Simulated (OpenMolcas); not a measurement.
**BHSClF (SMILES FB(S)Cl): levels of theory compared**

Wanted: a comparison of 6 runs (HF/3-21G, HF/def2-SVP, HF/def2-TZVP, PBE0/def2-SVP, PBE/6-311+G**, SOS-MP2/ANO-R1) of BHSClF. 

Program for the calculation: OpenMolcas 26.06.

1 further run of the same task is left out (set aside as unsound or not needed).

## Step 1: The structure to begin with

BHSClF: 5 atoms, total charge 0, spin state singlet. As SMILES, `FB(S)Cl`. The coordinates come from a PBE0-D4/def2-TZVP relaxation. This is one conformer, not always the lowest.

Bond lengths: F1–B2 1.319 Å, B2–S3 1.794 Å, B2–Cl4 1.749 Å, S3–H5 1.344 Å. Angles: F1–B2–S3 121.9°, F1–B2–Cl4 118.8°, S3–B2–Cl4 119.3°, B2–S3–H5 95.1°.

## Step 2: Energy and forces at HF/3-21G (run 1)

File calc.input:

```
&GATEWAY
BasLib=$CurrDir
Coord
5
angstrom
F       -0.530000      -1.166500       0.714900
B       -0.425100      -0.151000      -0.119600
S        1.059600       0.851000      -0.211000
Cl      -1.776300       0.224400      -1.165000
H        1.721700       0.168500       0.739200
Basis=3-21G
Group=NoSym
&SEWARD
&SCF
Thresholds=1e-10 1e-07 1e-07 1e-05
PrOrbitals=1
&ALASKA
```

The basis set 3-21G is read from a file made from the Basis Set Exchange's data (not shown).

Run with:

```bash
$ export MOLCAS_MEM=1860
$ pymolcas calc.input > calc.log
```

What it wrote:

```text
--- Start Module: gateway ---
[...]
--- Stop Module: gateway /rc=_RC_ALL_IS_WELL_ ---
[...]
      Basis functions           46
[...]
--- Start Module: scf ---
[...]
       Convergence after  13 Iterations
[...]
::    Total SCF energy                               -977.0064097556
[...]
      Total spin, S                                     0.0000000000
[...]
      Total electronic charge=   48.000000
      Total            charge=   -0.000000
[...]
      Dipole Moment (debye):
      Origin of the operator (angstrom)=   -0.4211    0.1164   -0.3519
                   X=  1.4192E+00               Y= -5.6460E-01               Z=  1.2484E+00           Total=  1.9726E+00
      Quadrupole Moment (debye*angstrom):
[...]
--- Stop Module: scf /rc=_RC_ALL_IS_WELL_ ---
--- Start Module: alaska ---
[...]
 *              Molecular gradients               *
 **************************************************
  Irreducible representation: a
 ------------------------------------------------------------------------------------------
                              X                       Y                       Z
 ------------------------------------------------------------------------------------------
  F1               -2.73809736504038E-05    1.85497678064106E-02   -1.62852837443843E-02
  B2               -1.49134009356899E-04   -1.26259697596969E-02    1.10055865339148E-02
  S3               -6.91685994774005E-03   -9.48976551038427E-04   -2.85106456878470E-03
  CL4               1.49575155850350E-02   -2.92576854200766E-03    1.04949782754549E-02
  H5               -7.86414065426655E-03   -2.04905295366231E-03   -2.36421649618812E-03
 ------------------------------------------------------------------------------------------
--- Stop Module: alaska /rc=_RC_ALL_IS_WELL_ ---
[...]
```

It took 2.5 s on 1 thread of Intel Xeon 6975P-C (Granite Rapids), shared host; peak memory 0.38 GiB.

## Step 3: Energy and gradient at HF/def2-SVP (run 2)

File struct.xyz:

```xyz
5

F     -0.530000    -1.166500     0.714900
B     -0.425100    -0.151000    -0.119600
S      1.059600     0.851000    -0.211000
Cl    -1.776300     0.224400    -1.165000
H      1.721700     0.168500     0.739200
```

File calc.input:

```
&GATEWAY
  BasLib=$CurrDir
  Coord=struct.xyz
  Basis=def2-SVP
  Group=NoSym

&SEWARD

&SCF
  Thresholds=1e-10 1e-07 1e-07 1e-05
  PrOrbitals=0

&ALASKA
```

The basis set def2-SVP is read from a file made from the Basis Set Exchange's data (not shown).

Run with:

```bash
$ export MOLCAS_MEM=1860
$ pymolcas calc.input > calc.log
```

What it wrote:

```text
--- Start Module: gateway ---
[...]
--- Stop Module: gateway /rc=_RC_ALL_IS_WELL_ ---
[...]
      Basis functions           69
[...]
--- Start Module: scf ---
[...]
       Convergence after  13 Iterations
[...]
::    Total SCF energy                               -981.5034120680
[...]
      Total spin, S                                     0.0000000000
[...]
      Total electronic charge=   48.000000
      Total            charge=   -0.000000
[...]
      Dipole Moment (debye):
      Origin of the operator (angstrom)=   -0.4211    0.1164   -0.3519
                   X=  1.1074E+00               Y= -4.0412E-02               Z=  6.2337E-01           Total=  1.2714E+00
      Quadrupole Moment (debye*angstrom):
[...]
--- Stop Module: scf /rc=_RC_ALL_IS_WELL_ ---
[...]
--- Start Module: alaska ---
[...]
 *              Molecular gradients               *
 **************************************************
  Irreducible representation: a
 ------------------------------------------------------------------------------------------
                              X                       Y                       Z
 ------------------------------------------------------------------------------------------
  F1               -1.70383264589602E-03   -7.75581640153256E-03    5.88400560514657E-03
  B2                2.68739164592335E-03    8.16734369849992E-03   -5.71884658170241E-03
  S3               -6.27295175170772E-03    3.21952697835748E-03   -6.16686670827615E-03
  CL4               4.92290191157707E-03    1.11088696276518E-04    2.51327451248429E-03
  H5                3.66490839983857E-04   -3.74214297156117E-03    3.48843317237302E-03
 ------------------------------------------------------------------------------------------
--- Stop Module: alaska /rc=_RC_ALL_IS_WELL_ ---
[...]
```

It took 4.8 s on 1 thread of Intel Xeon 6975P-C (Granite Rapids), shared host; peak memory 0.41 GiB.

## Step 4: Energy and forces at HF/def2-TZVP (run 3)

File job.input:

```
&GATEWAY
BasLib
$CurrDir
BasisSet
F.def2-TZVP....
F1 -0.530000 -1.166500 0.714900 angstrom
End of Basis
BasisSet
B.def2-TZVP....
B2 -0.425100 -0.151000 -0.119600 angstrom
End of Basis
BasisSet
S.def2-TZVP....
S3 1.059600 0.851000 -0.211000 angstrom
End of Basis
BasisSet
Cl.def2-TZVP....
Cl4 -1.776300 0.224400 -1.165000 angstrom
End of Basis
BasisSet
H.def2-TZVP....
H5 1.721700 0.168500 0.739200 angstrom
End of Basis
&SEWARD
&SCF
Thresholds
1e-10 1e-07 1e-07 1e-05
PrOrbitals
1 2
&ALASKA
```

The basis set def2-TZVP is read from a file made from the Basis Set Exchange's data (not shown).

Run with:

```bash
$ export MOLCAS_MEM=1860
$ pymolcas job.input > job.log
```

What it wrote:

```text
--- Start Module: gateway ---
[...]
--- Stop Module: gateway /rc=_RC_ALL_IS_WELL_ ---
[...]
      Basis functions          142
[...]
--- Start Module: scf ---
[...]
       Convergence after  14 Iterations
[...]
::    Total SCF energy                               -981.9499363079
[...]
      Total spin, S                                     0.0000000000
[...]
      Total electronic charge=   48.000000
      Total            charge=   -0.000000
[...]
      Dipole Moment (debye):
      Origin of the operator (angstrom)=   -0.4211    0.1164   -0.3519
                   X=  1.0938E+00               Y=  6.4197E-02               Z=  5.2437E-01           Total=  1.2147E+00
      Quadrupole Moment (debye*angstrom):
[...]
--- Stop Module: scf /rc=_RC_ALL_IS_WELL_ ---
[...]
--- Start Module: alaska ---
[...]
 *              Molecular gradients               *
 **************************************************
  Irreducible representation: a
 ------------------------------------------------------------------------------------------
                              X                       Y                       Z
 ------------------------------------------------------------------------------------------
  F1               -1.41563758000829E-03   -1.18965533344255E-02    9.66652502288312E-03
  B2                2.58046626082742E-03    1.20397979148420E-02   -9.17039617169269E-03
  S3               -7.19420084505984E-03    4.85181401734103E-03   -8.08806308302668E-03
  CL4               3.83375574044820E-03    3.88301312386208E-04    1.69299192129557E-03
  H5                2.19561642388788E-03   -5.38335991011696E-03    5.89894231054533E-03
 ------------------------------------------------------------------------------------------
--- Stop Module: alaska /rc=_RC_ALL_IS_WELL_ ---
[...]
```

It took 41 s on 1 thread of Intel Xeon 6975P-C (Granite Rapids), shared host; peak memory 1.1 GiB.

Runs 4 to 5 aren't shown in full; the table further down has their settings and results.

## Step 5: A single-point energy at SOS-MP2/ANO-R1 (DKH2, RICD fitting) (run 6)

File input.xyz:

```xyz
5

F     -0.530000    -1.166500     0.714900
B     -0.425100    -0.151000    -0.119600
S      1.059600     0.851000    -0.211000
Cl    -1.776300     0.224400    -1.165000
H      1.721700     0.168500     0.739200
```

File mol.input:

```
>>> EXPORT MOLCAS_PRINT=2

&GATEWAY
 Coord = input.xyz
 Basis = ANO-R1
 Group = NoSym
 RICD

&SEWARD
 Relativistic = R02O02
 Expert

&SCF
 PrOrbitals = 0

&MBPT2
 SOSMP2
 Frozen = 12
```

Run with:

```bash
$ export MOLCAS_MEM=1860
$ pymolcas mol.input > mol.log
```

What it wrote:

```text
--- Start Module: gateway ---
[...]
--- Stop Module: gateway /rc=_RC_ALL_IS_WELL_ ---
[...]
 ###    WARNING:  EXPERT option is ON!                                       ###
 ###############################################################################
               SEWARD will generate:
[...]
      Basis functions           69
[...]
--- Start Module: scf ---
[...]
       Convergence after  11 Iterations
[...]
::    Total SCF energy                               -984.5218940499
[...]
      Total spin, S                                     0.0000000000
[...]
      Total electronic charge=   48.000000
      Total            charge=   -0.000000
[...]
      Dipole Moment (debye):
      Origin of the operator (angstrom)=   -0.4211    0.1164   -0.3519
                   X=  1.1094E+00               Y=  8.7856E-02               Z=  5.1189E-01           Total=  1.2250E+00
      Quadrupole Moment (debye*angstrom):
[...]
--- Stop Module: scf /rc=_RC_ALL_IS_WELL_ ---
[...]
--- Start Module: mbpt2 ---
[...]
WARNING!
Default frozen orbitals as non valence orbitals is overwritten by user input.
Default values:  12
[...]
::    Total MBPT2 energy                             -985.0272675880
[...]
--- Stop Module: mbpt2 /rc=_RC_ALL_IS_WELL_ ---
[...]
```

It took 6 s on 1 thread of Intel Xeon 6975P-C (Granite Rapids), shared host; peak memory 0.25 GiB.

## Step 6: Overview of the runs

```csv
run,level,integration grid,integral approximation,energy (Eh),dipole moment (D) of the reference,HOMO energy (eV),LUMO energy (eV),wall time
1,HF/3-21G,–,none,-977.006410,1.97,-11.62,3.04,2.5 s
2,HF/def2-SVP,–,none,-981.503412,1.27,-11.15,3.52,4.8 s
3,HF/def2-TZVP,–,none,-981.949936,1.21,-11.21,3.13,41 s
4,PBE0/def2-SVP,UltraFine,none,-983.036298,1.27,-8.26,-0.31,12 s
5,PBE/6-311+G**,UltraFine,none,-983.381385,1.32,-7.21,-1.68,26 s
6,"SOS-MP2/ANO-R1 (DKH2, RICD fitting)",–,RICD,-985.027268,1.22,-11.06,2.85,6 s
```

## Step 7: Summary of results

| quantity | value |
| --- | --- |
| run 6: total energy | -985.02727 Eh |
| run 6: dipole moment (mean-field density) | 1.22 D |
| run 6: HOMO energy (Hartree–Fock orbitals) | -11.06 eV |
| run 6: LUMO energy (Hartree–Fock orbitals) | 2.85 eV |
| run 6: HOMO–LUMO gap (Hartree–Fock orbitals) | 13.91 eV |
| run 6: correlation energy (12 core orbitals frozen) | -505.4 mEh |

What this shows: Over runs 1, 2, 3, 4, 5 the dipole moment (its size) runs from 1.21 D (HF/def2-TZVP) to 1.97 D (HF/3-21G). Over runs 1, 2, 3, 4, 5 the HOMO–LUMO gap runs from 5.53 eV (PBE/6-311+G**) to 14.67 eV (HF/def2-SVP). The two ends differ in method and basis. Totals of different functionals can't be ranked against each other. Some runs of one species differ in core potentials or relativity; totals across that change don't compare. All runs together took 92 s, the longest 41 s.
